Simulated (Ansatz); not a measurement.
# F3H3Si: the cost of one run

Method: UKS r2SCAN/6-31G, in Ansatz 0.2.0.

## Step 1: The structure to begin with

Bond lengths: Si1–F2 2.000 Å, Si1–F3 1.603 Å, Si1–F4 1.579 Å, Si1–H5 1.427 Å. Angles: F2–Si1–F3 156.7°, F2–Si1–F4 88.5°, F2–Si1–H5 88.6°, F3–Si1–F4 101.0°, F3–Si1–H5 104.3°, F4–Si1–H5 120.4°.

As a file:

```xyz
7

Si   -0.1815    0.4050   -0.2865
F     1.4017   -0.3156    0.7001
F    -1.5535    0.3442   -1.1139
F    -0.6724    1.0595    1.0645
H     0.7168    1.1066   -1.1450
H     0.5796   -1.1959    0.5931
H    -0.2907   -1.4038    0.1877
```

## Step 2: Run 1

150 steps of 0.5 fs at constant energy, with velocities drawn for 300 K.

File input.yaml:

```yaml
crystal:
  periodic: [false, false, false]
  atoms:
    - { symbol: Si, position_ang: [-0.1815, 0.405, -0.2865] }
    - { symbol: F, position_ang: [1.4017, -0.3156, 0.7001] }
    - { symbol: F, position_ang: [-1.5535, 0.3442, -1.1139] }
    - { symbol: F, position_ang: [-0.6724, 1.0595, 1.0645] }
    - { symbol: H, position_ang: [0.7168, 1.1066, -1.145] }
    - { symbol: H, position_ang: [0.5796, -1.1959, 0.5931] }
    - { symbol: H, position_ang: [-0.2907, -1.4038, 0.1877] }
magnetization:
  spin_polarized: true
basis:
  gaussian: { orbitals: "6-31G" }
hamiltonian:
  xc: r2scan
md:
  timestep: 0.5
  n_steps: 150
  ensemble: nve
  temperature: 300.0
  initial_velocities: maxwell_boltzmann
  seed: 340665
```

Command:

```console
$ ansatz run input.yaml --threads 1 --pin off --max-ram 2048MiB --backend cpu --events-out ev --progress --plain --runs-dir out
```

What time and memory should one allow on 1 thread of Arm Neoverse V2, shared host?

About 9.2 min, with a peak of 0.15 GiB.
